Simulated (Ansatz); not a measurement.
# HfSi+ (quartet): from Hartree-Fock to the top rungs, def2-TZVPP

The task here is to estimate one member of a computed series from the others.

Method: def2-TZVPP, core rule «outside noble gas», up to 9 orbitals frozen; program: Ansatz 0.2.0, Gaussian basis.

Plan: UHF; CCSD(T) on ROHF; CCSD(T) on UHF; CCSDT(Q) on ROHF; CCSDT(Q) on UHF.

17 further runs of the same task are left out: 11 for a known fault of the program, 6 set aside as unsound or not needed.

### The system

The geometry is a PBE0/def2-TZVP stationary point (not a proven minimum) of the parent state, kept for this charge and spin. No spin-orbit coupling is included. Elements past krypton take def2 core potentials.

2 atoms, charge 1, spin multiplicity 4.

Atoms are counted from 1 here; the program's logs count them from 0.

Bond lengths: Hf1–Si2 2.399 Å.

Set-up of the first run:

Input file in.yaml:

```yaml
crystal:
  periodic: [false, false, false]
  atoms:
    - {symbol: Hf, position_ang: [0.000000, 0.000000, 0.000000]}
    - {symbol: Si, position_ang: [0.000000, 0.000000, 2.398800]}
basis:
  gaussian: {orbitals: def2-TZVPP}
total_charge: 1
magnetization: {spin_polarized: true, initial_magnetization: 3}
hamiltonian: {xc: hf}
output: {orbitals: {seedname: orbitals}}
```

Run with:

```console
> ansatz run in.yaml --threads 1 --pin off --events-out ev --progress --plain --max-ram 4096MiB --backend cpu
```

Among the steps run: UHF; CCSD(T) on ROHF; CCSD(T) on UHF; CCSDT(Q) on ROHF; CCSDT(Q) on UHF.

One table of the session follows, with a row left open; its other results are not shown here.

| method | from RCCSDT(Q) (meV) |
| --- | --- |
| ROHF | +4879.6 |
| RMP2 | ? |
| UMP2 | +1256.7 |
| RCCSD | +437.7 |
| UCCSD | +392.7 |
| RCCSD(T) | +86.4 |
| UCCSD(T) | +70.5 |
| RCCSDT | +36.0 |
| UCCSDT | +4.1 |
| RCCSDT(Q) | 0 |
| UCCSDT(Q) | -32.4 |

Estimate the missing values for RMP2.

The run gave: from RCCSDT(Q) (meV): +948.2. In the column «from RCCSDT(Q) (meV)» it lies between RCCSD (+437.7) and UMP2 (+1256.7).

Left out of the table: UHF (another determinant or state than the rows shown).

To keep in mind: The determinant is far from a pure spin state, so its energy mixes those of several spin states (harmless only where they are near-degenerate, as at dissociation). Warnings: spin contamination; coupled cluster took another determinant than the lowest; large T1 diagnostic. Restricted and unrestricted rows rest on different reference determinants; where their highest levels disagree by more than a few hundredths of an eV, they describe different states and don't form one ladder.
